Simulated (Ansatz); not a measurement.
I need the interaction energy of a dimer with the counterpoise correction of FHSSi, SMILES F[Si]S. Use Ansatz 0.2.0 through its Python package. Use (for the species named): MP2, def2-SVP basis, multiplicity 1.

```json
{"atom": "F", "x (Å)": "-1.1807", "y (Å)": "0.0366", "z (Å)": "1.1493"}
{"atom": "Si", "x (Å)": "0.0627", "y (Å)": "0.9442", "z (Å)": "0.7554"}
{"atom": "S", "x (Å)": "0.9758", "y (Å)": "-0.0237", "z (Å)": "-0.9199"}
{"atom": "H", "x (Å)": "0.1977", "y (Å)": "-1.0174", "z (Å)": "-1.0051"}
```

`fhssi_dimer.py`
```python
'''Binding of a FHSSi dimer at a trial geometry.'''

import ansatz as az

FIRST = [
    ('F', (-1.1946, 0.0517, 1.1544)),
    ('Si', (0.0488, 0.9593, 0.7605)),
    ('S', (0.9619, -0.0086, -0.9148)),
    ('H', (0.1838, -1.0023, -1.0)),
]
SECOND = [
    ('F', (-1.643, -1.3904, 6.5567)),
    ('Si', (-1.1088, -2.0675, 5.2221)),
    ('S', (-1.2323, -0.5522, 3.7169)),
    ('H', (-1.7169, 0.3749, 4.4282)),
]

def energy(atoms, ghosts=()):
    molecule = az.Crystal.molecule()
    for symbol, xyz in atoms:
        molecule = molecule.atom(symbol, xyz)
    calc = (
        molecule.calculation()
        .basis(gaussian='def2-SVP')
        .correlation('mp2', electrons='valence')
        .accuracy('medium')
    )
    deck = calc.input()
    if ghosts:
        deck = deck.set(az.key.basis.gaussian.ghost_atoms, [{'symbol': s, 'position_ang': list(xyz)} for s, xyz in ghosts])
    return az.Session.from_dict(deck).plan().execute().report['free_energy_ev']

# ghost atoms carry the functions of the partner
both = energy(FIRST + SECOND)
alone = energy(FIRST) + energy(SECOND)
ghosted = energy(FIRST, SECOND) + energy(SECOND, FIRST)
print(f'dimer {both:.6f} eV')
print(f'interaction, uncorrected   {23.060548 * (both - alone):8.3f} kcal/mol')
print(f'interaction, counterpoise  {23.060548 * (both - ghosted):8.3f} kcal/mol')
print(f'basis-set superposition    {23.060548 * (alone - ghosted):8.3f} kcal/mol')
```

```console
$ python fhssi_dimer.py
dimer -42810.095530 eV
interaction, uncorrected      4.663 kcal/mol
interaction, counterpoise     7.119 kcal/mol
basis-set superposition       2.456 kcal/mol
```

Uncorrected it is 4.663 kcal/mol, with the counterpoise correction 7.119 kcal/mol; the difference, 2.456 kcal/mol, is the superposition error. In this basis both values are repulsive.

What to keep in mind:
- These settings explore the input space; basis and method may be short of convergence.
- The dimer is a generated trial pose of unrelaxed monomers, not a minimum, so the figure is no binding energy, and the basis set is small.
- Wall time of the script: 6.2 s on 1 thread of Arm Neoverse V1, on a shared host, peak memory 0.27 GiB.
